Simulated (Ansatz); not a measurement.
# BF2H5Si: the cost of one run

All numbers below are computed with Ansatz 0.2.0 (RHF/def2-SVP).

### 1 The system as given

Bond lengths: B1–F2 1.670 Å, B1–F3 1.320 Å, B1–H4 1.190 Å, B1–Si5 2.250 Å, Si5–H6 1.460 Å, Si5–H7 1.460 Å, Si5–H8 1.460 Å, Si5–H9 1.442 Å. Angles (14 of 16 angles, heavy atoms first): F2–B1–F3 120.0°, F2–B1–Si5 71.6°, F3–B1–Si5 96.8°, F2–B1–H4 120.0°, F3–B1–H4 120.0°, H4–B1–Si5 101.3°, B1–Si5–H6 109.5°, B1–Si5–H7 109.5°, B1–Si5–H8 109.5°, B1–Si5–H9 60.6°, H6–Si5–H7 109.4°, H6–Si5–H8 109.4°, H6–Si5–H9 54.4°, H7–Si5–H8 109.4°.

As a file:

```xyz
9

B     0.0000    0.0000    0.0000
F     0.0000    0.0000    1.6700
F     1.1431    0.0000   -0.6600
H    -1.0305    0.0000   -0.5950
Si    0.1008    2.1328    0.7095
H     0.6771    2.1737    2.0503
H     0.9351    2.9107   -0.2019
H    -1.2441    2.7001    0.7410
H     0.0504    1.0656    1.6785
```

### 2 A restrained relaxation towards end A

Springs on the bonds that form and break draw the guess towards this end; the thresholds are loose.

Input file input.yaml:

```yaml
crystal:
  periodic: [false, false, false]
  atoms:
    - { symbol: B, position_ang: [0.0, 0.0, 0.0] }
    - { symbol: F, position_ang: [0.0, 0.0, 1.67] }
    - { symbol: F, position_ang: [1.1431, 0.0, -0.66] }
    - { symbol: H, position_ang: [-1.0305, 0.0, -0.595] }
    - { symbol: Si, position_ang: [0.1008, 2.1328, 0.7095] }
    - { symbol: H, position_ang: [0.6771, 2.1737, 2.0503] }
    - { symbol: H, position_ang: [0.9351, 2.9107, -0.2019] }
    - { symbol: H, position_ang: [-1.2441, 2.7001, 0.741] }
    - { symbol: H, position_ang: [0.0504, 1.0656, 1.6785] }
basis:
  gaussian: { orbitals: def2-SVP }
hamiltonian:
  xc: hf
relax:
  f_tol: 0.15
  max_steps: 25
  restrain:
    - { distance: [0, 4], at: 3.15, k: 30.0 }
    - { distance: [8, 1], at: 2.12, k: 30.0 }
    - { distance: [0, 1], at: 1.32, k: 30.0 }
    - { distance: [8, 4], at: 1.46, k: 30.0 }
output:
  orbitals: {}
```

On the command line:

```sh
> ansatz run input.yaml --threads 1 --pin off --max-ram 2048MiB --backend cpu --events-out ev --progress --plain --runs-dir out
```

What time and memory should one allow on 1 thread of Arm Neoverse V1, shared host?

About 21 s, with a peak of 0.15 GiB.
